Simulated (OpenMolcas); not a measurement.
# A OpenMolcas job on CH5Ga (GaH2Me)

Wanted: the energy of CH5Ga (GaH2Me).

Program for the calculation: OpenMolcas 26.06.

9 further runs of the same task are left out: 1 that didn't finish, 8 set aside as unsound or not needed.

## Step 1: The structure to begin with

The species is CH5Ga (7 atoms), meant as a singlet with charge 0. As SMILES, `[H][Ga]([H])[CH3]`. The shape comes from GFN2-xTB, which is rough for such elements, and wasn't checked as a minimum.

Bond lengths: Ga1–C4 2.019 Å, Ga1–H2 1.580 Å, Ga1–H3 1.580 Å, C4–H5 1.094 Å, C4–H6 1.095 Å, C4–H7 1.095 Å. Angles: Ga1–C4–H5 111.2°, Ga1–C4–H6 111.0°, Ga1–C4–H7 111.1°, H2–Ga1–C4 123.7°, H3–Ga1–C4 124.2°, H5–C4–H6 107.6°, H5–C4–H7 107.4°, H6–C4–H7 108.4°, H2–Ga1–H3 112.1°.

## Step 2: The job

geom.xyz

```xyz
7

Ga     0.530950     0.929410     0.001880
H      2.107200     1.037040     0.032620
H     -0.161530     2.348530    -0.037430
C     -0.472660    -0.822080     0.002660
H     -0.574060    -1.221230    -1.011230
H     -1.480470    -0.696670     0.410990
H      0.050570    -1.574990     0.600500
```

test.inp

```
&GATEWAY
  BasLib=$CurrDir
  Coord=geom.xyz
  Basis=pcseg-1
  Group=NoSym
  RF-Input
  PCM-Model
  Solvent=seawater
  End of RF-Input

&SEWARD
  Low

&SCF
  PrOrbitals=1 1

&MBPT2
  FNOMP2=0.6
  DoMP2
  Frozen=10
```

The basis set pcseg-1 is read from a file made from the Basis Set Exchange's data (not shown).

Launch:

```console
$ export MOLCAS_MEM=1860
$ pymolcas test.inp > test.log
```

Log:

```text
--- Start Module: gateway ---

                                              &GATEWAY

                       available to each process: 1.9 GB of memory, 1 thread

  Unrecognized solvent: seawater
 Allowed solvents are:
 WATER
 ACETONITRILE
 METHANOL
 ETHANOL
 ISOQUINOLINE
 QUINOLINE
 CHLOROFORM
 ETHYLETHER
 METHYLENECHLORIDE
 DICHLOROETHANE
 CARBONTETRACHLORIDE
 BENZENE
 TOLUENE
 CHLOROBENZENE
 NITROMETHANE
 HEPTANE
 CYCLOHEXANE
 ANILINE
 ACETONE
 TETRAHYDROFURAN
 DIMETHYLSULFOXIDE
 ARGON
 KRYPTON
 XENON

--- Stop Module: gateway /rc=-6 ---

.########################.
.# Non-zero return code #.
.########################.

    Timing: Wall=0.09 User=0.03 System=0.02
```

Run time: 0.28 s. Hardware: 1 thread of Arm Neoverse V2, shared host.

## Step 3: What went wrong

The job broke off with an error.

The log says `Unrecognized solvent: seawater`. The fault: the input names a solvent that the program doesn't know.
